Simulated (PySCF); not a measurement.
**SnO⁺ at other levels of theory**

What do other methods print for SnO⁺?

Method: each script names its method and basis; program: PySCF 2.14.0.

6 further runs of the same task are left out: 3 for a known fault of the program, 3 that didn't finish.

**1. The system as given**

SnO⁺: 2 atoms, charge 1, spin multiplicity 2.

Bond lengths: Sn1–O2 2.050 Å.

**2. Base script**

input.py reads:

```python
from pyscf import gto, scf, mp

mol = gto.M(
    atom='Sn 0 0 0; O 0 0 2.05',
    basis='sto-3g',
    charge=1,
    spin=1,
    verbose=4,
)
mf = scf.UHF(mol)
mf.kernel()
mp.MP2(mf, frozen=19).kernel()
mf.dip_moment()
print('orbital energies (hartree):', [e[max(0, n-3):n+3].round(4) for e, n in zip(mf.mo_energy, mol.nelec)])
```

Launch:

```bash
$ OMP_NUM_THREADS=1 python input.py
```

**3. Pw91 (UKS)**

Variant 1 changes functional: none (Hartree–Fock) → pw91; SCF type: UHF → UKS; step after the SCF: mp2 → analyze.

input.py reads:

```python
from pyscf import gto, dft

mol = gto.M(
    atom='Sn 0 0 0; O 0 0 2.05',
    basis='sto-3g',
    charge=1,
    spin=1,
    verbose=4,
)
mf = dft.UKS(mol, xc='pw91')
mf.kernel()
mf.analyze()
print('orbital energies (hartree):', [e[max(0, n-3):n+3].round(4) for e, n in zip(mf.mo_energy, mol.nelec)])
```

**4. Gradient**

Variant 2 changes step after the SCF: mp2 → gradient.

input.py, as its differences from that of step 2:

```diff
@@ -1,2 +1,2 @@
-from pyscf import gto, scf, mp
+from pyscf import gto, scf
 
@@ -11,3 +11,3 @@
 mf.kernel()
-mp.MP2(mf, frozen=19).kernel()
+mf.nuc_grad_method().kernel()
 mf.dip_moment()
```

**5. Pbe0 (UKS)**

Variant 3 changes functional: none (Hartree–Fock) → pbe0; SCF type: UHF → UKS; step after the SCF: mp2 → analyze.

input.py reads:

```python
from pyscf import gto, dft

mol = gto.M(
    atom='Sn 0 0 0; O 0 0 2.05',
    basis='sto-3g',
    charge=1,
    spin=1,
    verbose=4,
)
mf = dft.UKS(mol, xc='pbe0')
mf.kernel()
mf.analyze()
print('orbital energies (hartree):', [e[max(0, n-3):n+3].round(4) for e, n in zip(mf.mo_energy, mol.nelec)])
```

**6. CASSCF (ROHF)**

Variant 4 changes step after the SCF: mp2 → casscf; SCF type: UHF → ROHF; active space: none → 1 electrons in 2 orbitals.

input.py reads:

```python
from pyscf import gto, scf, mcscf

mol = gto.M(
    atom='Sn 0 0 0; O 0 0 2.05',
    basis='sto-3g',
    charge=1,
    spin=1,
    verbose=4,
)
mf = scf.ROHF(mol)
mf.kernel()
mc = mcscf.CASSCF(mf, 2, 1)
mc.kernel()
mc.analyze()
mf.dip_moment()
print('orbital energies (hartree):', mf.mo_energy[..., max(0, mol.nelec[1]-3):mol.nelec[0]+3].round(4))
```

**Question.** What will these runs give? Wanted: for each run, E(SCF); from base; gap, α spin; after the SCF.

As calculated:

| run | E(SCF) (hartree) | from base (eV) | cycles | gap, α spin (eV) | after the SCF |
| --- | --- | --- | --- | --- | --- |
| base | -6036.855560 | 0 | 18 | 12.42 | MP2 correlation -2.277 eV, core frozen |
| pw91 (UKS) | -6039.402646 | not comparable | 10 | 3.35 | n/a |
| gradient | -6036.855560 | 0.0000 | 18 | 12.42 | n/a |
| pbe0 (UKS) | -6038.865279 | not comparable | 10 | 5.23 | n/a |
| CASSCF (ROHF) | -6036.846431 | +0.2484 | 13 | n/a | n/a |

**Reading.** The α-spin gap between the frontier levels is 3.3 eV with pw91 (0 % exact exchange) and 5.2 eV with pbe0 (25 %): exact exchange opens it. A lower total energy from another functional means nothing by itself.
